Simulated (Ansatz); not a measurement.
# SiH (SMILES [SiH]): UBCCD(T)/6-311G(d,p)

What is the electronic atomisation energy of SiH at UBCCD(T)/6-311G**? 

The calculation is run with Ansatz 0.2.0.

55 further runs of the same task are left out: 1 that didn't finish, 54 set aside as unsound or not needed.

## (1) Starting point

SiH has 2 atoms, charge 0, and is taken as a doublet. As SMILES, `[SiH]`. The shape is that of a PBE0-D4/def2-TZVP optimisation.

Bond lengths: Si1–H2 1.532 Å.

## (2) A single-point energy at UBCCD(T)/6-311G(d,p)

The input, in.yaml:

```yaml
crystal:
  periodic: [false, false, false]
  atoms:
    - {symbol: Si, position_ang: [0.000000, 0.000000, -0.007580]}
    - {symbol: H, position_ang: [-0.000000, -0.000000, 1.524140]}
basis:
  gaussian: {orbitals: 6-311G_st__st_-spherical.json}
accuracy: high
correlation: {method: bccd_t, frozen_orbitals: {H: 0, Si: 5}}
scf: {omitted_lower_state_checks: [cluster_reference, increment]}
magnetization: {spin_polarized: true, initial_magnetization: 1}
```

The basis set 6-311G** is read from a file made from the Basis Set Exchange's data (not shown).

Launch:

```bash
$ ansatz run in.yaml --threads 1 --pin off --max-ram 3480MiB --events-out events.jsonl --progress --plain --runs-dir runs
```

Output (excerpt; [...] marks lines left out):

```text
Warning: RAYON_NUM_THREADS=1 ignored (pool sized by the plan → 1); use --threads N
Functional definition: HF
  name "HF"
[...]
456 factors; integrals over basis functions are off by at most 4.2e-9 eV
[...]
mean field -7875.81327511 eV, -289.4307994424 hartree, gradient 5.0e-8 eV, S^2 0.760854; 4 other end points of the search recorded, 0 dependent functions left out
5 core orbitals not correlated: weight in the atoms' cores, before any rotation towards them, 1.000 or more for the frozen orbitals, at most 0.000 for the correlated occupied ones
reference -7875.81327511 eV, -289.4307994424 hartree; 3, 2 occupied and 24, 25 virtual orbitals, 456 factors
second order -1.74076376 eV of doubles, -0.00000000 eV of singles
cycle   1  -2.13762183 eV  change   -4.0e-1 eV  update   5.7e-2
[...]
cycle  22  -2.33084645 eV  change   1.5e-10 eV  update  1.8e-10
perturbative correction -0.04643455 eV, -0.0017064384 hartree
Total energy: -7878.19055611 eV, -289.5181629078 hartree
Checks for a lower state left out: cluster_reference, increment
```

Run time: 0.62 s. Hardware: 1 thread of Arm Neoverse V2, shared host; peak memory 0.092 GiB.

## (3) The H atom: the energy at UHF/6-311G(d,p)

The input, job.yaml:

```yaml
crystal:
  periodic: [false, false, false]
  atoms:
    - symbol: H
      position_ang: [0.000000, 0.000000, 0.000000]
basis:
  gaussian:
    orbitals: 6-311G_st__st_.json
magnetization:
  spin_polarized: true
  initial_magnetization: 1
hamiltonian:
  xc: hf
accuracy: high
```

The basis set 6-311G** is read from a file made from the Basis Set Exchange's data (not shown).

Launch:

```bash
$ ansatz run job.yaml --threads 1 --pin off --max-ram 3480MiB --events-out events.jsonl --progress --plain --runs-dir runs
```

Output:

```text
Warning: RAYON_NUM_THREADS=1 ignored (pool sized by the plan → 1); use --threads N
[... 2 set-up lines as earlier in the session ...]
  exchange = exact_x
  correlation = 0
21 factors; integrals over basis functions are off by at most 2.5e-9 eV
mean field evaluation 1: about -13.5530 eV, gradient 1.7e0 eV
mean field evaluation 2: about -13.5530 eV, gradient 1.7e0 eV
mean field evaluation 4: about -13.6006 eV, gradient 3.0e-3 eV
mean field evaluation 8: about -13.6005 eV, gradient 1.7e-12 eV
mean field -13.60051793 eV, -0.4998098153 hartree, gradient 8.0e-8 eV, S^2 0.750000; 0 other end points of the search recorded, 0 dependent functions left out
reference -13.60051793 eV, -0.4998098153 hartree; 1, 0 occupied and 5, 6 virtual orbitals, 21 factors
Total energy: -13.60051793 eV, -0.4998098153 hartree
```

It took 0.04 s on 1 thread of Arm Neoverse V2, shared host.

## (4) The Si atom, same level

The input, run.yaml:

```yaml
crystal:
  periodic: [false, false, false]
  atoms:
    - {symbol: Si, position_ang: [0.000000, 0.000000, 0.000000]}
basis:
  gaussian: {orbitals: 6-311G_st__st_-spherical.json}
magnetization: {spin_polarized: true, initial_magnetization: 2}
correlation: {method: bccd_t, frozen_orbitals: {Si: 5}}
accuracy: high
scf: {omitted_lower_state_checks: [cluster_reference, increment]}
```

The basis set 6-311G** is read from a file made from the Basis Set Exchange's data (not shown).

Run the same way, it converges to -288.90926 Eh (log not shown).

## (5) Summary of results

At UBCCD(T)/6-311G**, 5 core orbitals frozen:

```
                                             quantity          value
                               molecule: total energy  -289.51816 Eh
molecule: correlation energy (5 core orbitals frozen)      -87.4 mEh
                             molecule: (T) correction      -1.71 mEh
          molecule: ⟨S²⟩ of the reference determinant          0.761
                                 H atom: total energy    -0.49981 Eh
                                         H atom: ⟨S²⟩          0.750
                                Si atom: total energy  -288.90926 Eh
 Si atom: correlation energy (5 core orbitals frozen)      -58.9 mEh
                              Si atom: (T) correction      -0.97 mEh
           Si atom: ⟨S²⟩ of the reference determinant          2.006
                        electronic atomisation energy       2.968 eV
```

In words: Taking the molecule apart into free atoms costs 2.97 eV (286 kJ/mol), before zero-point energy and without spin-orbit coupling. The triples (molecule) make up 2.0 % of the correlation energy. The triples (Si atom) make up 1.6 % of the correlation energy.
